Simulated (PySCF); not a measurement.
# C₈H₅Cl: magnetic properties

Wanted: magnetic properties for C₈H₅Cl (`C#CC1=C(Cl)C(=C)C1=C`).

Computed with PySCF 2.14.0 and routines of our own; the level stands in each step. Atoms count from 0.

## (1) The starting structure

14 atoms, charge 0, multiplicity 1; geometry from: GFN2-xTB.

## (2) Magnetic properties: GIAO wB97X-D/pcSseg-1

What the job is given:

```
{"job": {"kind": "mag", "xc": "wB97X-D", "basis": "pcSseg-1", "isotopologues": 0}, "charge": 0, "multiplicity": 1}
C      2.419993    -2.435313     0.317905
C      1.617004    -1.539266     0.356514
C      0.681487    -0.510290     0.373813
C      0.300175     0.453830     1.267132
Cl     0.795042     0.877406     2.832231
C     -0.720209     1.014179     0.372078
C     -1.599913     2.000277     0.424344
C     -0.317159    -0.031357    -0.615681
C     -0.682547    -0.384719    -1.834009
H      3.123003    -3.213515     0.293422
H     -2.257440     2.208584    -0.401448
H     -1.686743     2.628429     1.294590
H     -0.211536    -1.208061    -2.343250
H     -1.461837     0.139345    -2.359806
```

Method: GIAO wB97X-D/pcSseg-1 magnetisability, rotational g tensor and spin-rotation constants, non-relativistic, gas phase.

On the command line:

```sh
$ OMP_NUM_THREADS=1 python excited_run.py task.json out
```

The driver reads the jobs from task.json and runs them one after another.

Standard output:

```text
coarse grid: 13416 points
cycle   1  E = -767.5900961895  dE =  2.019e+00  |g| = 4.726e-01  |ddm| = 4.437e+00
cycle   2  E = -767.5805028970  dE =  9.593e-03  |g| = 5.586e-01  |ddm| = 1.124e+00
cycle   3  E = -767.6532211361  dE = -7.272e-02  |g| = 8.224e-02  |ddm| = 5.655e-01
cycle   4  E = -767.6547838064  dE = -1.563e-03  |g| = 4.742e-02  |ddm| = 1.283e-01
cycle   5  E = -767.6553287626  dE = -5.450e-04  |g| = 1.523e-02  |ddm| = 5.037e-02
cycle   6  E = -767.6553865012  dE = -5.774e-05  |g| = 4.166e-03  |ddm| = 1.900e-02
cycle   7  E = -767.6553930867  dE = -6.586e-06  |g| = 1.460e-03  |ddm| = 7.535e-03
final grid: 128272 points
cycle   8  E = -767.7178040381  dE = -1.781e-04  |g| = 5.507e-03  |ddm| = 1.313e-01
cycle   9  E = -767.7178070149  dE = -2.977e-06  |g| = 4.745e-03  |ddm| = 1.717e-02
cycle  10  E = -767.7178116371  dE = -4.622e-06  |g| = 1.167e-03  |ddm| = 5.409e-03
cycle  11  E = -767.7178119360  dE = -2.989e-07  |g| = 6.022e-04  |ddm| = 1.642e-03
cycle  12  E = -767.7178120262  dE = -9.017e-08  |g| = 1.309e-04  |ddm| = 7.220e-04
cycle  13  E = -767.7178120308  dE = -4.582e-09  |g| = 6.355e-05  |ddm| = 2.044e-04
cycle  14  E = -767.7178120322  dE = -1.489e-09  |g| = 1.862e-05  |ddm| = 1.021e-04
cycle  15  E = -767.7178120324  dE = -1.849e-10  |g| = 6.589e-06  |ddm| = 3.762e-05
converged SCF energy = -767.7178120324

Magnetisability tensor (1e-30 J/T^2)
    -1350.28     -167.49      104.89
     -167.49    -1329.57       84.99
      104.89       84.99    -1239.91
isotropic -1306.59   principal values   -1563.76  -1188.91  -1167.09
isotropic susceptibility -78.684 1e-6 cm^3/mol

Inertial axes            a          b          c
rot. const./GHz      1.5605     1.4081     0.7402
chi total           -71.392    -70.490    -94.172
chi diamagnetic    -854.680   -926.368  -1669.632
chi paramagnetic    783.288    855.878   1575.461
quadrupole/D A        7.652      3.867    -11.519
g nuclear            0.5515     0.5466     0.5489
g electronic        -0.5742    -0.5662    -0.5478
g total             -0.0227    -0.0196     0.0011

Spin-rotation constants (kHz, H = +C I.J)
atom  isotope        aa         bb         cc
  4   35Cl        0.496      0.332      0.142
  9     1H       -0.019     -0.079     -0.086
 10     1H       -0.159      0.125     -0.089
 11     1H        0.097     -0.107     -0.088
 12     1H        0.133     -0.141     -0.088
 13     1H       -0.128      0.096     -0.089
  0    13C*       0.298      0.399      0.252
  1    13C*       0.142      0.341      0.258
  2    13C*       0.557      0.671      0.127
  3    13C*       0.548      0.758      0.144
  5    13C*       0.644      0.644      0.136
  6    13C*       0.504      0.543      0.079
  7    13C*       0.709      0.583      0.121
  8    13C*       0.530      0.493      0.080
* in the singly substituted isotopologue
```

Run time: 40 s. Hardware: 1 thread of Arm Neoverse V2, shared host; peak memory 0.86 GiB.

From this job:

| quantity | value |
| --- | --- |
| magnetisability | -1307·10⁻³⁰ J/T² |
| molar susceptibility | -78.7·10⁻⁶ cm³/mol |
| rotational g (a, b, c) | -0.0227, -0.0196, 0.0011 |

## (3) Magnetic properties: GIAO OLYP/3-21G

The job, as its differences from that of step 2:

```diff
@@ -1,2 +1,2 @@
-{"job": {"kind": "mag", "xc": "wB97X-D", "basis": "pcSseg-1", "isotopologues": 0}, "charge": 0, "multiplicity": 1}
+{"job": {"kind": "mag", "xc": "OLYP", "basis": "3-21G"}, "charge": 0, "multiplicity": 1}
 C      2.419993    -2.435313     0.317905
```

With the program's defaults for keys left out, this is: GIAO OLYP/3-21G magnetisability, rotational g tensor and spin-rotation constants, non-relativistic, gas phase.

Standard output:

```text
coarse grid: 13416 points
cycle   1  E = -763.7629167822  dE =  1.017e+00  |g| = 4.747e-01  |ddm| = 5.235e+00
cycle   2  E = -763.5121502032  dE =  2.508e-01  |g| = 1.029e+00  |ddm| = 2.581e+00
cycle   3  E = -763.7970186857  dE = -2.849e-01  |g| = 3.006e-01  |ddm| = 1.949e+00
cycle   4  E = -763.8230512067  dE = -2.603e-02  |g| = 1.032e-01  |ddm| = 4.541e-01
cycle   5  E = -763.8251525128  dE = -2.101e-03  |g| = 5.540e-02  |ddm| = 1.627e-01
cycle   6  E = -763.8258626825  dE = -7.102e-04  |g| = 2.013e-02  |ddm| = 7.612e-02
cycle   7  E = -763.8259707331  dE = -1.081e-04  |g| = 2.269e-03  |ddm| = 3.504e-02
cycle   8  E = -763.8259712594  dE = -5.264e-07  |g| = 2.100e-03  |ddm| = 6.330e-03
final grid: 128272 points
cycle   9  E = -763.8730869963  dE = -9.848e-05  |g| = 1.106e-02  |ddm| = 6.374e-02
cycle  10  E = -763.8729914081  dE =  9.559e-05  |g| = 1.998e-02  |ddm| = 4.342e-02
cycle  11  E = -763.8731060815  dE = -1.147e-04  |g| = 7.938e-03  |ddm| = 3.584e-02
cycle  12  E = -763.8731248268  dE = -1.875e-05  |g| = 1.107e-03  |ddm| = 1.045e-02
cycle  13  E = -763.8731251369  dE = -3.101e-07  |g| = 3.255e-04  |ddm| = 1.724e-03
cycle  14  E = -763.8731251549  dE = -1.796e-08  |g| = 1.959e-04  |ddm| = 5.133e-04
cycle  15  E = -763.8731251652  dE = -1.039e-08  |g| = 5.888e-05  |ddm| = 2.599e-04
cycle  16  E = -763.8731251662  dE = -9.754e-10  |g| = 1.685e-05  |ddm| = 1.131e-04
converged SCF energy = -763.8731251662

Magnetisability tensor (1e-30 J/T^2)
    -1369.61     -145.65       86.23
     -145.65    -1350.31       71.51
       86.23       71.51    -1283.55
isotropic -1334.49   principal values   -1552.45  -1238.61  -1212.41
isotropic susceptibility -80.365 1e-6 cm^3/mol

Inertial axes            a          b          c
rot. const./GHz      1.5605     1.4081     0.7402
chi total           -73.998    -73.605    -93.491
chi diamagnetic    -853.481   -925.243  -1668.073
chi paramagnetic    779.483    851.638   1574.583
quadrupole/D A        7.813      4.155    -11.968
g nuclear            0.5515     0.5466     0.5489
g electronic        -0.5714    -0.5634    -0.5475
g total             -0.0199    -0.0168     0.0014

Spin-rotation constants (kHz, H = +C I.J)
atom  isotope        aa         bb         cc
  4   35Cl        0.436      0.310      0.110
  9     1H       -0.025     -0.089     -0.093
 10     1H       -0.168      0.109     -0.097
 11     1H        0.081     -0.116     -0.097
 12     1H        0.115     -0.148     -0.096
 13     1H       -0.139      0.082     -0.096
  0    13C*       0.243      0.310      0.192
  1    13C*       0.140      0.279      0.198
  2    13C*       0.437      0.504      0.106
  3    13C*       0.449      0.569      0.117
  5    13C*       0.512      0.502      0.112
  6    13C*       0.415      0.428      0.060
  7    13C*       0.552      0.460      0.097
  8    13C*       0.426      0.397      0.062
* in the singly substituted isotopologue
```

Wall time 14 s (1 thread of Arm Neoverse V2, shared host); peak memory 0.52 GiB.

In short:

```csv
quantity,value
magnetisability,-1334·10⁻³⁰ J/T²
molar susceptibility,-80.4·10⁻⁶ cm³/mol
"rotational g (a, b, c)","-0.0199, -0.0168, 0.0014"
```

## (4) Magnetic properties side by side

```
                level  ξ (10⁻³⁰ J/T²)     g(a)     g(b)  gap (eV)  functions  time
GIAO wB97X-D/pcSseg-1           -1307  -0.0227  -0.0196      8.04        185  40 s
      GIAO OLYP/3-21G           -1334  -0.0199  -0.0168      3.13         95  14 s
```

## (5) Summary of results

```
                                              quantity                      value
       magnetisability (step 2, GIAO wB97X-D/pcSseg-1)           -1307·10⁻³⁰ J/T²
  molar susceptibility (step 2, GIAO wB97X-D/pcSseg-1)         -78.7·10⁻⁶ cm³/mol
rotational g (a, b, c) (step 2, GIAO wB97X-D/pcSseg-1)   -0.0227, -0.0196, 0.0011
                       magnetisability over the levels  -1334 to -1307·10⁻³⁰ J/T²
```

The magnetisability spreads by 2.1 % over 2 levels, from GIAO OLYP/3-21G (14 s) to GIAO wB97X-D/pcSseg-1 (40 s); the runs took 14 s to 40 s. Two levels can agree by chance, so this spread shows no convergence. Vibrational averaging and real surroundings are missing from these values.
